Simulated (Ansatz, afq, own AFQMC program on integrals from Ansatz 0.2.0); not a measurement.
**SiBrCl₂ (doublet): AFQMC on the coupled-cluster ladder as a fragment species, def2-TZVP**

Aim: compute SiBrCl₂ (doublet) with auxiliary-field quantum Monte Carlo on the same integrals as coupled cluster, and set the energies side by side.

Program: Ansatz 0.2.0, Gaussian basis, and an in-house AFQMC program (afq) on its integrals; all values are calculated. Level of theory: def2-TZVP, frozen cores. These are calculated values, not measurements.

The runs, in order: PBE (unrestricted); CCSD(T) on UHF; CCSD(T) on UHF; r2SCAN (unrestricted); PBE0 (unrestricted); CCSD(T) on UHF; B3LYP (unrestricted); wB97M-V (unrestricted); B2PLYP (unrestricted); Phaseless AFQMC, CISD trial on UHF.

## 1. What is computed

The geometry is a PBE0/def2-SVP stationary point (not a proven minimum). No spin-orbit coupling is included. The filled d shell of Br may be among the frozen orbitals whatever the setting's name suggests; the logs give the count.

4 atoms, charge 0, spin multiplicity 2.

Atoms are counted from 1 here; the program's logs count them from 0.

Bond lengths: Si1–Cl2 2.062 Å, Si1–Cl3 2.061 Å, Si1–Br4 2.221 Å. Angles: Cl2–Si1–Cl3 108.8°, Cl2–Si1–Br4 109.7°, Cl3–Si1–Br4 109.7°.

## 2. PBE (unrestricted)

in.yaml

```yaml
crystal:
  periodic: [false, false, false]
  atoms:
    - {symbol: Si, position_ang: [0.034266, -0.418701, -0.357619]}
    - {symbol: Cl, position_ang: [1.411862, -1.911403, -0.003025]}
    - {symbol: Cl, position_ang: [-1.694178, -1.268415, -1.092242]}
    - {symbol: Br, position_ang: [0.852550, 1.018318, -1.840914]}
basis:
  gaussian: {orbitals: def2-TZVP}
magnetization: {spin_polarized: true, initial_magnetization: 1}
hamiltonian: {xc: {name: PBE}}
output: {orbitals: {seedname: orbitals}}
```

The run is started by

```bash
$ ansatz run in.yaml --threads 2 --pin off --events-out ev --progress --plain --max-ram 16640MiB --backend cpu
```

The log of the run:

```text
Functional definition: PBE
  name "PBE"
  cite "Perdew, Burke & Ernzerhof, Phys. Rev. Lett. 77, 3865 (1996) doi:10.1103/PhysRevLett.77.3865"
  parent pbe
  parameter kappa = 0.804
  parameter beta = 0.06672455060314922
  exchange = pbe_x(kappa = kappa, mu = beta*pi^2/3)
  correlation = pbe_c(beta = beta)
1140 factors; their error is unknown
mean field evaluation 1: about -102947.7540 eV, gradient 1.3e1 eV
mean field evaluation 2: about -102947.5805 eV, gradient 1.5e1 eV
mean field evaluation 4: about -102948.5342 eV, gradient 1.6e0 eV
mean field evaluation 8: about -102948.5456 eV, gradient 2.0e-1 eV
mean field evaluation 16: about -102948.5155 eV, gradient 7.3e-5 eV
mean field -102948.51554755 eV, -3783.2881653622 hartree, gradient 3.7e-5 eV, S^2 0.752158; 0 other end points of the search recorded, 0 dependent functions left out
reference -102948.51558251 eV, -3783.2881666469 hartree; 42, 41 occupied and 117, 118 virtual orbitals, 1140 factors
Total energy: -102948.51558251 eV, -3783.2881666469 hartree
```

It took 2.5 s on 2 threads of AMD EPYC 7R13 (Zen 3), shared host; peak memory 6.3 GiB.

From the report: ⟨S²⟩ of the determinant 0.752 (pure doublet: 0.75).

## 3. CCSD(T) on UHF

in.yaml: that of step 2 with these lines changed.

```diff
@@ -10,3 +10,2 @@
 magnetization: {spin_polarized: true, initial_magnetization: 1}
-hamiltonian: {xc: {name: PBE}}
-output: {orbitals: {seedname: orbitals}}
+correlation: {method: ccsd_t, electrons: outside_noble_gas, hamiltonian_folder: ham}
```

The run is started by

```bash
$ ansatz run in.yaml --threads 2 --pin off --events-out ev --progress --plain --max-ram 49920MiB --backend cuda --devices 0, --max-vram 37GiB
```

The log of the run, shortened:

```text
Functional definition: HF
  name "HF"
  cite "Fock, Z. Phys. 61, 126 (1930) doi:10.1007/BF01340294"
  parent pbe
[...]
978 factors; integrals over basis functions are off by at most 6.5e-4 eV
[...]
mean field -102872.73368909 eV, -3780.5032334306 hartree, gradient 7.5e-6 eV, S^2 0.756808; 0 other end points of the search recorded, 0 dependent functions left out
29 core orbitals not correlated: weight in the atoms' cores, before any rotation towards them, 1.000 or more for the frozen orbitals, at most 0.000 for the correlated occupied ones
reference -102872.73368909 eV, -3780.5032334306 hartree; 13, 12 occupied and 117, 118 virtual orbitals, 978 factors
second order -16.84306417 eV of doubles, -0.00000000 eV of singles
cycle   1  -17.71514000 eV  change   -8.7e-1 eV  update   8.7e-2
[...]
cycle  10  -18.16785988 eV  change    1.8e-5 eV  update   1.8e-5
perturbative correction -0.83038890 eV, -0.0305162292 hartree
Total energy: -102891.73193787 eV, -3781.2014061958 hartree
```

It took 3.5 s on 1 × NVIDIA H100 80GB HBM3 with 2 threads of AMD EPYC 7R13 (Zen 3), shared host; peak host memory 6.3 GiB.

From the report: ⟨S²⟩ of the determinant 0.757 (pure doublet: 0.75); correlation -18.9982 eV; T1 0.013; largest double amplitude 0.02.

This run also writes the integrals to the folder ham.

## 4. CCSD(T) on UHF

in.yaml: that of step 3 with these lines changed.

```diff
@@ -8,4 +8,4 @@
 basis:
-  gaussian: {orbitals: def2-TZVP}
+  gaussian: {orbitals: def2-TZVPP}
 magnetization: {spin_polarized: true, initial_magnetization: 1}
-correlation: {method: ccsd_t, electrons: outside_noble_gas, hamiltonian_folder: ham}
+correlation: {method: ccsd_t, electrons: outside_noble_gas}
```

The command is unchanged.

The log of the run, shortened:

```text
Functional definition: HF
  name "HF"
  cite "Fock, Z. Phys. 61, 126 (1930) doi:10.1007/BF01340294"
  parent pbe
[...]
1081 factors; integrals over basis functions are off by at most 5.9e-4 eV
[...]
mean field -102872.74293762 eV, -3780.5035733078 hartree, gradient 2.2e-6 eV, S^2 0.756846; 0 other end points of the search recorded, 0 dependent functions left out
29 core orbitals not correlated: weight in the atoms' cores, before any rotation towards them, 1.000 or more for the frozen orbitals, at most 0.000 for the correlated occupied ones
reference -102872.74293762 eV, -3780.5035733078 hartree; 13, 12 occupied and 132, 133 virtual orbitals, 1081 factors
second order -17.06535268 eV of doubles, -0.00000000 eV of singles
cycle   1  -17.89701580 eV  change   -8.3e-1 eV  update   8.8e-2
[...]
cycle  10  -18.35158902 eV  change    2.0e-5 eV  update   1.8e-5
perturbative correction -0.83900540 eV, -0.0308328799 hartree
Total energy: -102891.93353204 eV, -3781.2088146450 hartree
```

It took 3.8 s on 1 × NVIDIA H100 80GB HBM3 with 2 threads of AMD EPYC 7R13 (Zen 3), shared host; peak host memory 6.3 GiB.

From the report: ⟨S²⟩ of the determinant 0.757 (pure doublet: 0.75); correlation -19.1906 eV; T1 0.013; largest double amplitude 0.02.

## 5. r2SCAN (unrestricted)

in.yaml: that of step 4 with these lines changed.

```diff
@@ -8,4 +8,4 @@
 basis:
-  gaussian: {orbitals: def2-TZVPP}
+  gaussian: {orbitals: def2-TZVP}
 magnetization: {spin_polarized: true, initial_magnetization: 1}
-correlation: {method: ccsd_t, electrons: outside_noble_gas}
+hamiltonian: {xc: {name: r2SCAN}}
```

The run is started by

```bash
$ ansatz run in.yaml --threads 2 --pin off --events-out ev --progress --plain --max-ram 16640MiB --backend cpu
```

The log of the run:

```text
Functional definition: r2SCAN
  name "r2SCAN"
  cite "Furness, Kaplan, Ning, Perdew & Sun, J. Phys. Chem. Lett. 11, 8208 (2020) doi:10.1021/acs.jpclett.0c02405"
  cite "Furness, Kaplan, Ning, Perdew & Sun, J. Phys. Chem. Lett. 11, 9248 (2020) doi:10.1021/acs.jpclett.0c03077"
  parent r2scan
  parameter k0 = 0.174
  parameter k1 = 0.065
  parameter a1 = 4.9479
  exchange = r2scan_x(k0 = k0, k1 = k1, a1 = a1)
  correlation = r2scan_c
1140 factors; their error is unknown
mean field evaluation 1: about -102969.9622 eV, gradient 1.1e1 eV
mean field evaluation 2: about -102970.1269 eV, gradient 1.1e1 eV
mean field evaluation 4: about -102970.5953 eV, gradient 1.0e0 eV
mean field evaluation 8: about -102970.5983 eV, gradient 4.6e-2 eV
mean field evaluation 16: about -102970.5679 eV, gradient 7.3e-5 eV
mean field -102970.56791706 eV, -3784.0985749942 hartree, gradient 2.0e-5 eV, S^2 0.753721; 0 other end points of the search recorded, 0 dependent functions left out
reference -102970.56792782 eV, -3784.0985753898 hartree; 42, 41 occupied and 117, 118 virtual orbitals, 1140 factors
Total energy: -102970.56792782 eV, -3784.0985753898 hartree
```

Wall time 7 s (2 threads of AMD EPYC 7R13 (Zen 3), shared host); peak memory 6.3 GiB.

From the report: ⟨S²⟩ of the determinant 0.754 (pure doublet: 0.75).

## 6. PBE0 (unrestricted)

in.yaml: that of step 5 with these lines changed.

```diff
@@ -10,2 +10,3 @@
 magnetization: {spin_polarized: true, initial_magnetization: 1}
-hamiltonian: {xc: {name: r2SCAN}}
+hamiltonian: {xc: {name: PBE0}}
+output: {orbitals: {seedname: orbitals}}
```

The command is unchanged.

The log of the run:

```text
Functional definition: PBE0
  name "PBE0"
  cite "Adamo & Barone, J. Chem. Phys. 110, 6158 (1999) doi:10.1063/1.478522"
  cite "Perdew, Burke & Ernzerhof, Phys. Rev. Lett. 77, 3865 (1996) doi:10.1103/PhysRevLett.77.3865"
  parent pbe
  parameter a = 0.25
  parameter kappa = 0.804
  parameter beta = 0.06672455060314922
  exchange = (1 - a)*pbe_x(kappa = kappa, mu = beta*pi^2/3) + a*exact_x
  correlation = pbe_c(beta = beta)
1217 factors; their error is unknown
mean field evaluation 1: about -102952.4746 eV, gradient 1.0e1 eV
mean field evaluation 2: about -102952.6342 eV, gradient 1.0e1 eV
mean field evaluation 4: about -102953.0659 eV, gradient 7.6e-1 eV
mean field evaluation 8: about -102953.0713 eV, gradient 3.0e-2 eV
mean field evaluation 16: about -102953.6139 eV, gradient 1.2e-4 eV
mean field -102953.61386051 eV, -3783.4755249077 hartree, gradient 2.2e-5 eV, S^2 0.752871; 0 other end points of the search recorded, 0 dependent functions left out
reference -102953.61388684 eV, -3783.4755258754 hartree; 42, 41 occupied and 117, 118 virtual orbitals, 1217 factors
Total energy: -102953.61388684 eV, -3783.4755258754 hartree
```

It took 5 s on 2 threads of AMD EPYC 7R13 (Zen 3), shared host; peak memory 6.3 GiB.

From the report: ⟨S²⟩ of the determinant 0.753 (pure doublet: 0.75).

## 7. CCSD(T) on UHF

in.yaml: that of step 6 with these lines changed.

```diff
@@ -8,5 +8,4 @@
 basis:
-  gaussian: {orbitals: def2-TZVP}
+  gaussian: {orbitals: "def2-QZVPP.json"}
 magnetization: {spin_polarized: true, initial_magnetization: 1}
-hamiltonian: {xc: {name: PBE0}}
-output: {orbitals: {seedname: orbitals}}
+correlation: {method: ccsd_t, electrons: outside_noble_gas}
```

The run is started by

```bash
$ ansatz run in.yaml --threads 2 --pin off --events-out ev --progress --plain --max-ram 49920MiB --backend cuda --devices 0, --max-vram 37GiB
```

The log of the run, shortened:

```text
Functional definition: HF
  name "HF"
  cite "Fock, Z. Phys. 61, 126 (1930) doi:10.1007/BF01340294"
  parent pbe
[...]
1845 factors; integrals over basis functions are off by at most 8.3e-4 eV
[...]
mean field -102875.02055206 eV, -3780.5872740947 hartree, gradient 3.1e-6 eV, S^2 0.756968; 0 other end points of the search recorded, 0 dependent functions left out
29 core orbitals not correlated: weight in the atoms' cores, before any rotation towards them, 1.000 or more for the frozen orbitals, at most 0.000 for the correlated occupied ones
reference -102875.02055206 eV, -3780.5872740947 hartree; 13, 12 occupied and 257, 258 virtual orbitals, 1845 factors
second order -18.86337011 eV of doubles, -0.00000000 eV of singles
cycle   1  -19.56498760 eV  change   -7.0e-1 eV  update   8.9e-2
[...]
cycle  11  -20.03535487 eV  change   -1.3e-5 eV  update   9.2e-6
perturbative correction -1.00017390 eV, -0.0367557129 hartree
Total energy: -102896.05608082 eV, -3781.3603155185 hartree
```

Wall time 8.5 s (1 × NVIDIA H100 80GB HBM3 with 2 threads of AMD EPYC 7R13 (Zen 3), shared host); peak host memory 6.3 GiB.

From the report: ⟨S²⟩ of the determinant 0.757 (pure doublet: 0.75); correlation -21.0355 eV; T1 0.013; largest double amplitude 0.02.

## 8. B3LYP (unrestricted)

in.yaml: that of step 7 with these lines changed.

```diff
@@ -8,4 +8,4 @@
 basis:
-  gaussian: {orbitals: "def2-QZVPP.json"}
+  gaussian: {orbitals: def2-TZVP}
 magnetization: {spin_polarized: true, initial_magnetization: 1}
-correlation: {method: ccsd_t, electrons: outside_noble_gas}
+hamiltonian: {xc: {name: B3LYP}}
```

The run is started by

```bash
$ ansatz run in.yaml --threads 2 --pin off --events-out ev --progress --plain --max-ram 16640MiB --backend cpu
```

The log of the run, shortened:

```text
Functional definition: B3LYP
  name "B3LYP"
  cite "Stephens, Devlin, Chabalowski & Frisch, J. Phys. Chem. 98, 11623 (1994) doi:10.1021/j100096a001"
  cite "Becke, Phys. Rev. A 38, 3098 (1988) doi:10.1103/PhysRevA.38.3098"
  cite "Lee, Yang & Parr, Phys. Rev. B 37, 785 (1988) doi:10.1103/PhysRevB.37.785"
  cite "Vosko, Wilk & Nusair, Can. J. Phys. 58, 1200 (1980) doi:10.1139/p80-159"
[...]
1200 factors; their error is unknown
[...]
mean field -102975.09591276 eV, -3784.2649757670 hartree, gradient 1.8e-5 eV, S^2 0.752345; 0 other end points of the search recorded, 0 dependent functions left out
reference -102975.09616239 eV, -3784.2649849408 hartree; 42, 41 occupied and 117, 118 virtual orbitals, 1200 factors
Total energy: -102975.09616239 eV, -3784.2649849408 hartree
```

Wall time 4.5 s (2 threads of AMD EPYC 7R13 (Zen 3), shared host); peak memory 6.3 GiB.

From the report: ⟨S²⟩ of the determinant 0.752 (pure doublet: 0.75).

## 9. wB97M-V (unrestricted)

in.yaml: that of step 8 with these lines changed.

```diff
@@ -10,2 +10,3 @@
 magnetization: {spin_polarized: true, initial_magnetization: 1}
-hamiltonian: {xc: {name: B3LYP}}
+hamiltonian: {xc: {name: wB97M-V}}
+output: {orbitals: {seedname: orbitals}}
```

Launched as before.

The log of the run, shortened:

```text
Functional definition: wB97M-V
  name "wB97M-V"
  cite "Mardirossian & Head-Gordon, J. Chem. Phys. 144, 214110 (2016) doi:10.1063/1.4952647"
  cite "Becke, J. Chem. Phys. 107, 8554 (1997) doi:10.1063/1.475007"
  cite "Vydrov & Van Voorhis, J. Chem. Phys. 133, 244103 (2010) doi:10.1063/1.3521275"
  # Of w^i u^j: cxij and so on, Table III.
[...]
  gx(w, u) = 1 - cx + cx01*u + cx10*w
  gss(w, u) = css00 + css04*u^4 + css10*w + css20*w^2 + css43*w^4*u^3
  gos(w, u) = cos00 + cos10*w + (cos20 + cos21*u)*w^2 + (cos60 + cos61*u)*w^6
[...]
      + integral(e_c_pw_mod_opposite_spin*gos(b97_w_opposite, b97_u_opposite)) + vv10(b, c)
1186 factors; their error is unknown
185 factors; integrals over basis functions are off by at most 3.9e-5 eV
[...]
mean field -102967.59347317 eV, -3783.9892661975 hartree, gradient 8.4e-5 eV, S^2 0.751919; 0 other end points of the search recorded, 0 dependent functions left out
reference -102967.59351114 eV, -3783.9892675926 hartree; 42, 41 occupied and 117, 118 virtual orbitals, 1186 factors
Total energy: -102967.59351114 eV, -3783.9892675926 hartree
```

Wall time 14 s (2 threads of AMD EPYC 7R13 (Zen 3), shared host); peak memory 6.3 GiB.

From the report: ⟨S²⟩ of the determinant 0.752 (pure doublet: 0.75).

## 10. B2PLYP (unrestricted)

in.yaml: that of step 9 with these lines changed.

```diff
@@ -10,3 +10,3 @@
 magnetization: {spin_polarized: true, initial_magnetization: 1}
-hamiltonian: {xc: {name: wB97M-V}}
-output: {orbitals: {seedname: orbitals}}
+hamiltonian: {xc: {name: B2PLYP}}
+correlation: {electrons: outside_noble_gas}
```

Launched as before.

The log of the run, shortened:

```text
Functional definition: B2PLYP
  name "B2PLYP"
  cite "Grimme, J. Chem. Phys. 124, 034108 (2006) doi:10.1063/1.2148954"
  cite "Becke, Phys. Rev. A 38, 3098 (1988) doi:10.1103/PhysRevA.38.3098"
  cite "Lee, Yang & Parr, Phys. Rev. B 37, 785 (1988) doi:10.1103/PhysRevB.37.785"
[...]
978 factors; integrals over basis functions are off by at most 6.5e-4 eV
[...]
mean field -102945.80283277 eV, -3783.1884749330 hartree, gradient 4.2e-6 eV, S^2 0.754409; 0 other end points of the search recorded, 0 dependent functions left out
29 core orbitals not correlated: weight in the atoms' cores, before any rotation towards them, 1.000 or more for the frozen orbitals, at most 0.000 for the correlated occupied ones
reference -102945.80299209 eV, -3783.1884807878 hartree; 13, 12 occupied and 117, 118 virtual orbitals, 978 factors
second order -20.72079905 eV of doubles, -0.00000000 eV of singles
Total energy: -102951.39760783 eV, -3783.3940791242 hartree
```

It took 7 s on 2 threads of AMD EPYC 7R13 (Zen 3), shared host; peak memory 6.3 GiB.

From the report: ⟨S²⟩ of the determinant 0.754 (pure doublet: 0.75).

## 11. Phaseless AFQMC, CISD trial on UHF

It reads the integrals that the CCSD(T) run on this determinant wrote.

The run is started by

```bash
$ afq ham --method phaseless --trial cisd --walkers 500 --populations 10 --least-time 60 --time-step 0.005 --steps-per-block 50 --equilibration-blocks 28 --max-blocks 4000 --target-error 0.0003 --factor-cut 1e-05 --start spin_pure --seed 4222 --release-times 0.21,0.42,0.63,0.9 --release-step 0.03 --release-every 5 --taylor-order 6
```

The log of the run:

```text
orbitals 130  electrons 13 12  factors 918 of 978
reference energy -3780.50323343 Eh
CCSD correlation -0.66765723 Eh in 12 cycles, weight of the determinant in the CISD state 0.7706
energy of the start -3781.170316 Eh
 block  time / (1/Eh)  mean weight  energy / Eh
     1     0.250  0.9995  -3781.143391
     2     0.500  0.9994  -3781.158290
     3     0.750  0.9983  -3781.171540
     4     1.000  0.9995  -3781.184475
     5     1.250  0.9987  -3781.190504
     6     1.500  0.9997  -3781.189738
     7     1.750  0.9993  -3781.198220
     8     2.000  1.0005  -3781.206393
     9     2.250  0.9981  -3781.205532
    10     2.500  1.0001  -3781.203857
    11     2.750  1.0000  -3781.197714
    16     4.000  1.0004  -3781.199202
    21     5.250  0.9998  -3781.201840
    26     6.500  1.0001  -3781.218790
    31     7.750  0.9998  -3781.200897
    36     9.000  1.0010  -3781.207003
    41    10.250  1.0005  -3781.207663
    46    11.500  0.9978  -3781.200447
    51    12.750  0.9993  -3781.195508
    56    14.000  0.9996  -3781.196716
    61    15.250  0.9993  -3781.207310
    66    16.500  1.0010  -3781.204115
    71    17.750  1.0005  -3781.202094
    76    19.000  0.9998  -3781.199302
    81    20.250  1.0001  -3781.205939
    86    21.500  0.9996  -3781.206296
    91    22.750  1.0003  -3781.199668
    96    24.000  0.9982  -3781.202484
   101    25.250  0.9999  -3781.200464
   106    26.500  1.0009  -3781.197184
   111    27.750  0.9986  -3781.203614
   116    29.000  0.9998  -3781.202633
   121    30.250  0.9994  -3781.203352
   126    31.500  1.0000  -3781.202089
   131    32.750  1.0006  -3781.205652
   136    34.000  0.9994  -3781.210715
   141    35.250  1.0007  -3781.201840
   146    36.500  1.0016  -3781.210193
   151    37.750  0.9998  -3781.201839
   156    39.000  1.0013  -3781.206720
   161    40.250  1.0003  -3781.210814
   166    41.500  1.0010  -3781.199792
   171    42.750  1.0001  -3781.199380
   176    44.000  0.9995  -3781.206032
   181    45.250  1.0001  -3781.203604
   186    46.500  0.9989  -3781.203091
   191    47.750  0.9996  -3781.204859
   196    49.000  1.0012  -3781.202581
   201    50.250  0.9997  -3781.202514
   206    51.500  0.9991  -3781.213810
   211    52.750  1.0006  -3781.209699
error from the spread of 10 populations
released: time / (1/Eh)  energy / Eh  error  mean overlap
  0.21  -3781.204185  0.000567  0.9995
  0.42  -3781.205515  0.000463  0.9914
  0.63  -3781.205171  0.000578  0.9888
  0.90  -3781.203746  0.000765  0.9962
energy -3781.204336 +/- 0.000436 Eh
```

It took 4.2 min on 1 × NVIDIA H100 80GB HBM3 with 4 threads of AMD EPYC 7R13 (Zen 3), shared host; peak host memory 6.3 GiB.

Energy -102891.8117 ± 0.0119 eV. Caveats: constraint bias not in the error.

## 12. All levels side by side

On the UHF determinant, counted from CCSD(T) (a yardstick, not exact):

```
                                               level   energy (eV)  from CCSD(T) (meV)  statistical error (meV)     time
                                                  HF  -102872.7337            +18998.2                                  
                                                 MP2  -102889.5768             +2155.2                                  
                                                CCSD  -102890.9015              +830.4                                  
                                             CCSD(T)  -102891.7319                 0.0                                  
Phaseless AFQMC, CISD trial, step 0.005, 500 walkers  -102891.8117               -79.7                     11.9  4.2 min
```

The functionals' totals stand on their own zeros and serve differences with other points: PBE -102948.516 eV; r2SCAN -102970.568 eV; PBE0 -102953.614 eV; B3LYP -102975.096 eV; wB97M-V -102967.594 eV; B2PLYP -102951.398 eV.

## 13. What came out

```
                                       quantity             value
Phaseless AFQMC, CISD trial on UHF from CCSD(T)  -79.7 ± 11.9 meV
```

What this shows: On UHF the phaseless walk with the CISD trial lies -79.7 meV from CCSD(T), 7 times its error bar. Error bars are statistical and leave out the constraint, the time step and what remains of the start.
